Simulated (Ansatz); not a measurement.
Runs of Ansatz 0.2.0 on Ge2Sb2Te5. The structure is trigonal, space group P-3m1 (No. 164). The conventional cell has a = 4.294 Å, b = 4.294 Å, c = 17.101 Å, α = 90.00°, β = 90.00°, γ = 120.00°. Te (site symmetry 3m) is surrounded by 3 Sb at 3.01 Å. Te (site symmetry 3m) has 3 Ge at 3.00 Å and 3 Sb at 3.20 Å as nearest neighbours. Te (site symmetry -3m) has 6 Ge at 3.04 Å as nearest neighbours. Sb (site symmetry 3m) is surrounded by 6 Te at 3.01 to 3.20 Å. Ge (site symmetry 3m) is surrounded by 6 Te at 3.00 to 3.04 Å. The cell comes from a database or a generator and needn't be the stable form of this composition.

| potentials or basis | cutoff (eV) | gap on the mesh (eV) | pressure (GPa) | relaxed volume (Å³/atom) |
| --- | --- | --- | --- | --- |
| JTH PAW | 1950 | 0.11 | 0.0 | 29.00 |
| Ansatz PAW | 420 | 0.16 | 0.0 | 29.00 |
| Ansatz PAW earlier set | 820 | 0.16 | 0.0 | 29.00 |
| PseudoDojo stringent (PBEsol files) | 1687 | 0.16 | 0.0 | (a) |
| PseudoDojo standard (PBEsol files) | 1120 | 0.15 | 0.0 | 28.97 |

Alike in all rows: task relaxation of cell and atoms; level PBEsol; no spin polarisation; cell relaxed; k mesh 7 × 7 × 2; smearing fermi-dirac 0.05 eV.

Question: Fill in the values left out.

Answer: (a) 29.04.

Caveats: odd divisions of the mesh miss points on the zone boundary, where band edges often lie, so the gap on the mesh can be too wide; the plane-wave basis is chosen anew once the cell has moved, so the energies of steps on either side of that aren't comparable; spin-orbit coupling is left out, which moves the levels of the heavy elements; the PAW data sets come from PBE, with cores solved anew for the run's functional, which leaves a small shift of forces and pressure (some runs).

A k mesh can miss the band edges, and the runs leave out spin-orbit coupling on Ge, Sb, Te.

The runs don't all hold the same shells in valence.
